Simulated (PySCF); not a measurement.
# C4H4FNSi: the cost of one run

Computed with PySCF 2.14.0, with density-fitted response routines of our own, on a single molecule in the gas phase. Atoms count from 0, in the outputs and in this text.

## 1. Starting geometry

11 atoms, charge 0, multiplicity 1; geometry from: GFN2-xTB. The atoms were then displaced at random by about 0.01 Å, so the start is not that level's minimum.

Bonds of the start (Å): N0–C1 1.18, C1–C2 1.41, C2–C3 1.33, C3–C4 1.54, C4–F5 1.39, C4–Si6 1.95, Si6–C2 1.89, C3–H7 1.07, C4–H8 1.07, Si6–H9 1.45, Si6–H10 1.47.

## 2. Geometry optimisation at PBE0-D3(BJ)/def2-SVP

The job: settings as JSON, then the geometry in Å.

```
{"job": {"xc": "PBE0", "basis": "def2-SVP", "d3": "d3bj", "grid": 1, "shake": 0.01, "kind": "geom"}, "charge": 0, "multiplicity": 1}
N      3.321010    -0.791400     0.655010
C      2.209620    -0.460210     0.433790
C      0.861240    -0.150730     0.161560
C      0.316040     1.056280     0.080740
C     -1.136640     0.739910    -0.321520
F     -2.080590     1.269130     0.558680
Si    -0.699320    -1.156060    -0.166680
H      0.710500     2.041860     0.245430
H     -1.399830     1.153600    -1.276070
H     -0.771600    -1.921570    -1.396820
H     -1.292330    -1.806620     1.010200
```

On the command line:

```bash
$ OMP_NUM_THREADS=1 python probes_run.py task.json out
```

One launch serves the whole session: the jobs run in the order shown.

Q: Estimate the wall time and peak memory of this first job on 1 thread of Arm Neoverse V1, shared host.

About 54 s, with a peak of 0.52 GiB.
